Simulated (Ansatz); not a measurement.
# Cs2NbSi6: the cost of one run

Program: Ansatz 0.2.0. Level of theory: DFT PBE, scalar-relativistic, plane waves, PAW. These are calculated values, not measurements.

### 1 Starting point

Symmetry: R-3, No. 148, trigonal system. Conventional cell: a = 7.142 Å, b = 7.142 Å, c = 19.457 Å, α = 90.00°, β = 90.00°, γ = 120.00°. Around Cs (site symmetry 3) lie 6 Si at 3.39 to 3.56 Å. Around Nb (site symmetry -3) lie 6 Si at 3.62 Å. Si (site symmetry 1) is surrounded by 5 Si at 2.39 to 3.40 Å and 2 Cs at 3.39 to 3.56 Å.

As a file:

```cif
data_structure
_symmetry_space_group_name_H-M 'P 1'
_symmetry_Int_Tables_number 1
_cell_length_a 7.6855
_cell_length_b 7.6855
_cell_length_c 7.6855
_cell_angle_alpha 55.371
_cell_angle_beta 55.371
_cell_angle_gamma 55.371
_cell_volume 286.48
loop_
_atom_site_label
_atom_site_type_symbol
_atom_site_fract_x
_atom_site_fract_y
_atom_site_fract_z
_atom_site_occupancy
Cs1 Cs 0.79170 0.79170 0.79170 1
Cs2 Cs 0.20830 0.20830 0.20830 1
Nb1 Nb 0.50000 0.50000 0.50000 1
Si1 Si 0.16659 0.78471 0.89936 1
Si2 Si 0.78471 0.89936 0.16659 1
Si3 Si 0.89936 0.16659 0.78471 1
Si4 Si 0.83341 0.21529 0.10064 1
Si5 Si 0.21529 0.10064 0.83341 1
Si6 Si 0.10064 0.83341 0.21529 1
```

A structure generator made this guess: 5-, 6-connected net, elements by coordination, guests in its cages (R-3, No. 148). Its size is a rough estimate.

### 2 A first look at the guess

input.yaml reads:

```yaml
crystal:
  lattice:
    - [3.57083594, 2.06162309, 6.48582246]
    - [-3.57083594, 2.06162309, 6.48582246]
    - [0.0, -4.12324618, 6.48582246]
  atoms:
    - { symbol: Cs, position: [0.7917, 0.7917, 0.7917] }
    - { symbol: Cs, position: [0.2083, 0.2083, 0.2083] }
    - { symbol: Nb, position: [0.5, 0.5, 0.5] }
    - { symbol: Si, position: [0.16658998, 0.78471, 0.89936] }
    - { symbol: Si, position: [0.78471, 0.89936, 0.16658998] }
    - { symbol: Si, position: [0.89936, 0.16658998, 0.78471] }
    - { symbol: Si, position: [0.83341002, 0.21529, 0.10064] }
    - { symbol: Si, position: [0.21529, 0.10064, 0.83341002] }
    - { symbol: Si, position: [0.10064, 0.83341002, 0.21529] }
basis:
  ecutwfc: 420
kpoints:
  mp_grid: { grid: [3, 3, 3] }
hamiltonian:
  xc: pbe
scf:
  occupations: { method: gaussian, width: 0.1 }
  lower_state_search: "off"
output:
  forces: true
  stress: true
  eigenvalues: true
```

On the command line:

```sh
ansatz run input.yaml --threads 1 --pin off --max-ram 2560MiB --backend cpu --events-out ev --progress --plain --runs-dir out
```

**Question.** How long does this run take on 1 thread of Arm Neoverse V2, shared host, and how much memory does it need?

About 5 s, with a peak of 0.52 GiB.
